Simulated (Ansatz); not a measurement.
# Hf3Cu2: the cost of one run

Program: Ansatz 0.2.0. Level of theory: DFT PBE, scalar-relativistic, plane waves, PAW. These are calculated values, not measurements.

### 1 The starting structure

The cell holds 20 atoms (Cu8Hf12): a = 7.205 Å, b = 7.023 Å, c = 7.393 Å, α = 87.27°, β = 89.69°, γ = 87.51°.

It is the last frame of an earlier stage of the same melt, run at 2140 K.

As a file:

```
Hf Cu
1.0
     7.20291    0.15451    0.01794
     0.15451    7.01966    0.17173
     0.01794    0.17173    7.39112
Hf Cu
12 8
Direct
  0.31982 0.13330 0.59982
  0.53675 0.57648 0.97759
  0.20806 0.86547 0.90482
  0.93954 0.16310 0.89439
  0.88883 0.42253 0.19478
  0.58291 0.09492 0.01172
  0.48709 0.36559 0.31873
  0.33569 0.60060 0.59531
  0.01764 0.31858 0.55812
  0.45027 0.92301 0.31043
  0.14388 0.09045 0.25197
  0.75439 0.84575 0.73657
  0.26978 0.35238 0.92288
  0.60549 0.34777 0.67834
  0.98726 0.60839 0.79003
  0.73475 0.66333 0.43424
  0.88148 0.80531 0.05654
  0.04036 0.80178 0.46268
  0.72594 0.11872 0.43463
  0.19552 0.62888 0.21999
```

### 2 Stage at 1190 K

One k point, a Fermi-Dirac width of 0.102 eV and a fixed cell.

Contents of input.yaml:

```yaml
crystal:
  lattice:
    - [7.202911, 0.15451, 0.017939]
    - [0.15451, 7.019664, 0.171733]
    - [0.017939, 0.171733, 7.391125]
  atoms:
    - { symbol: Hf, position: [0.3198212078, 0.1332991421, 0.5998199029] }
    - { symbol: Hf, position: [0.5367465223, 0.5764835795, 0.9775917916] }
    - { symbol: Hf, position: [0.2080553046, 0.8654727407, 0.9048191873] }
    - { symbol: Hf, position: [0.939539433, 0.1631049213, 0.8943899098] }
    - { symbol: Hf, position: [0.8888273908, 0.4225260623, 0.1947770294] }
    - { symbol: Hf, position: [0.5829118983, 0.0949210264, 0.0117190438] }
    - { symbol: Hf, position: [0.4870855338, 0.3655870015, 0.3187271539] }
    - { symbol: Hf, position: [0.3356900056, 0.600598669, 0.5953101359] }
    - { symbol: Hf, position: [0.0176415204, 0.3185793172, 0.5581151283] }
    - { symbol: Hf, position: [0.4502709162, 0.9230113143, 0.3104289291] }
    - { symbol: Hf, position: [0.1438787056, 0.0904532203, 0.2519690698] }
    - { symbol: Hf, position: [0.7543929918, 0.8457517817, 0.7365671085] }
    - { symbol: Cu, position: [0.2697779554, 0.3523813331, 0.9228829929] }
    - { symbol: Cu, position: [0.605491703, 0.3477724272, 0.6783430137] }
    - { symbol: Cu, position: [0.9872553584, 0.608387792, 0.790026638] }
    - { symbol: Cu, position: [0.7347534616, 0.6633250762, 0.4342444416] }
    - { symbol: Cu, position: [0.8814773994, 0.8053149116, 0.0565433275] }
    - { symbol: Cu, position: [0.0403602149, 0.8017776762, 0.4626758484] }
    - { symbol: Cu, position: [0.7259442417, 0.1187158901, 0.434625656] }
    - { symbol: Cu, position: [0.1955192761, 0.6288831528, 0.2199944135] }
  symmetry: { detect: false }
basis:
  ecutwfc: 420
  xc_grid: 1
kpoints:
  mp_grid: { grid: [1, 1, 1], shift: [0.25, 0.25, 0.25] }
hamiltonian:
  xc: pbe
scf:
  occupations: { method: fermi_dirac, width: 0.1025 }
  lower_state_search: "off"
  convergence: { dr2_threshold: 1.0e-05 }
output:
  forces: true
  stress: true
md:
  timestep: 3.0
  n_steps: 37
  ensemble: nvt_langevin
  friction: 0.015
  temperature: 1190.0
  initial_velocities: maxwell_boltzmann
  seed: 47429
```

The run is started by

```console
> ansatz run input.yaml --threads 2 --pin off --max-ram 5120MiB --backend cpu --events-out ev --progress --plain --runs-dir out
```

Q: Estimate wall time and peak memory on 2 threads of Arm Neoverse V1, shared host.

About 5.4 min, with a peak of 0.89 GiB.
